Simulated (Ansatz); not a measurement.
Run this with the Python package of Ansatz (0.2.0) and show what comes out.

`ybpb3.cif`
```cif
data_YbPb3
_cell_length_a 4.859000
_cell_length_b 4.859000
_cell_length_c 4.859000
_cell_angle_alpha 90.00000
_cell_angle_beta 90.00000
_cell_angle_gamma 90.00000
_symmetry_space_group_name_H-M 'P 1'
_symmetry_Int_Tables_number 1
loop_
_symmetry_equiv_pos_as_xyz
'x, y, z'
loop_
_atom_site_label
_atom_site_type_symbol
_atom_site_fract_x
_atom_site_fract_y
_atom_site_fract_z
Yb1 Yb    0.000000    0.000000    0.000000
Pb2 Pb    0.000000    0.500000    0.500000
Pb3 Pb    0.500000    0.000000    0.500000
Pb4 Pb    0.500000    0.500000    0.000000
```

`ybpb3.py`:
```python
"""k-point test for YbPb3."""

import ansatz as az
from ase.io import read
from tabulate import tabulate

atoms = read("ybpb3.cif")
xtal = az.Crystal.from_ase(atoms)

calc = xtal.calculation()
calc = calc.functional("pbesol").basis(630)
calc = calc.occupations("Marzari-Vanderbilt", width=0.05)
calc = calc.mixing("anderson")

rows = []
for value in [(2, 2, 2), (3, 3, 3), (4, 4, 4), (5, 5, 5), (6, 6, 6)]:
    report = calc.kpoints(mesh=value).run().report
    rows.append((value, report["free_energy_ev"] / len(report["lattice"]["sites"]), report["n_iterations"], report["n_kpoints"]))

print(tabulate(rows, headers=["mesh", "F/atom (eV)", "iterations", "k-points"], floatfmt=".4f", tablefmt="github"))

# the last row is the reference
for row in rows[:-1]:
    shift = 1000 * (row[1] - rows[-1][1])
    print(f"{row[0]}: {shift:+.2f} meV/atom" + ("  (within 1 meV)" if abs(shift) < 1 else ""))
```

```console
$ python ybpb3.py
| mesh      |   F/atom (eV) |   iterations |   k-points |
|-----------|---------------|--------------|------------|
| (2, 2, 2) |   -12235.3988 |           11 |          4 |
| (3, 3, 3) |   -12235.6951 |           19 |          4 |
| (4, 4, 4) |   -12235.6688 |           17 |         10 |
| (5, 5, 5) |   -12235.6578 |           14 |         10 |
| (6, 6, 6) |   -12235.6873 |           15 |         20 |
(2, 2, 2): +288.54 meV/atom
(3, 3, 3): -7.75 meV/atom
(4, 4, 4): +18.51 meV/atom
(5, 5, 5): +29.50 meV/atom
```

Semilocal functionals put the nearly full 4f shell of Yb too close to the Fermi level. Spin-orbit coupling, which matters for elements this heavy, is left out. The structure is a deposited one; some such entries were measured under pressure or heat, so a shift against it needn't be the functional's error alone. Shifts are counted from the finest mesh, which is itself no proven limit. Run time: 36 s on 1 thread of Arm Neoverse V1, on a shared host, peak memory 0.56 GiB.
